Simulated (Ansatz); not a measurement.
Predict the output of the script below (the Python package of Ansatz (0.2.0)).

`relaxed_scan_clgeh3o.py`:
```python
'''One bond of ClGeH3O held at set lengths while the rest relaxes.'''

import logging
import sys

import ansatz as az
import numpy as np

logging.basicConfig(stream=sys.stdout, format='%(levelname)s:%(name)s:%(message)s')
log = logging.getLogger('clgeh3o')
log.setLevel(logging.INFO)

GEOMETRY = '''
O    -0.60720   -1.35870    0.07150
Ge    0.31290    0.18160    0.15850
Cl   -1.03450    1.90380    0.16010
H    -1.05160   -1.23690   -0.81300
H     1.26490    0.26220   -1.08320
H     1.15750    0.18400    1.45990
'''


def main() -> None:
    molecule = az.Crystal.molecule()
    for line in GEOMETRY.strip().splitlines():
        symbol, *xyz = line.split()
        molecule = molecule.atom(symbol, [float(v) for v in xyz])

    model = (
        molecule.calculation()
        .basis(gaussian='def2-SVP')
        .functional('hf')
    )
    symbols = [site.symbol for site in molecule.cartesian_sites]
    pairs = [(0, 1), (0, 3), (1, 2), (1, 4), (1, 5)]
    print('held (A)   E (eV)        ', '  '.join(f'{symbols[i]}{i}-{symbols[j]}{j}' for i, j in pairs))
    for length in [1.65, 1.8, 1.94, 2.16, 2.42]:
        rep = model.relax(constraints=[az.DistanceConstraint((0, 1), at=length)], force_tolerance=0.02, max_steps=60).run(threads=1, pin='off').report
        xyz = np.array(rep['positions_ang'])
        print(f'{length:6.2f} {rep["free_energy_ev"]:14.5f}  ', '  '.join(f'{np.linalg.norm(xyz[i] - xyz[j]):.3f}' for i, j in pairs))


if __name__ == '__main__':
    main()
```

Output of `python relaxed_scan_clgeh3o.py`:
```text
held (A)   E (eV)         O0-Ge1  O0-H3  Ge1-Cl2  Ge1-H4  Ge1-H5
DeckWarning: relax.constraints: the input's atoms, or those drawn, lie off the distances that are held; a relaxation that starts there is brought onto them ahead of its first SCF, by positions alone, an atom by 7.31e-2 Å at the most. With the symmetry detection on, the symmetry is detected on the input's atoms as so [...]
  1.65   -71050.67741   1.650  0.944  2.176  1.528  1.519
  1.80   -71050.81548   1.800  0.945  2.164  1.523  1.517
  1.94   -71050.45279   1.940  0.947  2.155  1.519  1.515
  2.16   -71049.50454   2.160  0.948  2.147  1.515  1.514
  2.42   -71048.26585   2.420  0.948  2.137  1.512  1.512
```
(Warnings from the package without file and line, shortened, repeats left out.)

Total energies depend on the basis set; only differences at equal settings carry meaning. The energies are electronic: no zero-point or thermal terms, and the basis set is short of its limit. Wall time of the script: 97 s on 1 thread of Arm Neoverse V1 (shared host), peak memory 0.23 GiB.
